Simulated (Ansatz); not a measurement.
# Te2I3: the cost of one run

Program: Ansatz 0.2.0. Level of theory: DFT PBE, scalar-relativistic, plane waves, PAW. These are calculated values, not measurements.

### 1 The structure to begin with

The structure is cubic, space group Pm-3m (No. 221). The conventional cell has a = 5.930 Å, b = 5.930 Å, c = 5.930 Å, α = 90.00°, β = 90.00°, γ = 90.00°. Around Te (site symmetry m-3m) lie 12 I at 4.19 Å. Around Te (site symmetry m-3m) lie 6 I at 2.97 Å. I (site symmetry 4/mmm) is surrounded by 2 Te at 2.97 Å.

Structure file:

```
CELL_PARAMETERS angstrom
5.93023 0.00000 0.00000
0.00000 5.93023 0.00000
0.00000 0.00000 5.93023
ATOMIC_POSITIONS crystal
Te 0.50000 0.50000 0.50000
Te 0.00000 0.00000 0.00000
I 0.50000 0.00000 0.00000
I 0.00000 0.50000 0.00000
I 0.00000 0.00000 0.50000
```

A structure generator made this guess: random cell by space group and Wyckoff sites (Pm-3m, No. 221). The dimensions are guesses.

### 2 A first look at the guess

Contents of input.yaml:

```yaml
crystal:
  lattice:
    - [5.93022832, 0.0, 0.0]
    - [0.0, 5.93022832, 0.0]
    - [0.0, 0.0, 5.93022832]
  atoms:
    - { symbol: Te, position: [0.5, 0.5, 0.5] }
    - { symbol: Te, position: [0.0, 0.0, 0.0] }
    - { symbol: I, position: [0.5, 0.0, 0.0] }
    - { symbol: I, position: [0.0, 0.5, 0.0] }
    - { symbol: I, position: [0.0, 0.0, 0.5] }
basis:
  ecutwfc: 420
kpoints:
  mp_grid: { grid: [4, 4, 4] }
hamiltonian:
  xc: pbe
scf:
  occupations: { method: gaussian, width: 0.1 }
  lower_state_search: "off"
output:
  forces: true
  stress: true
  eigenvalues: true
```

Command:

```console
$ ansatz run input.yaml --threads 1 --pin off --max-ram 2560MiB --backend cpu --events-out ev --progress --plain --runs-dir out
```

What time and memory should one allow on 1 thread of Intel Xeon 6975P-C (Granite Rapids), shared host?

About 3.8 s, with a peak of 0.5 GiB.
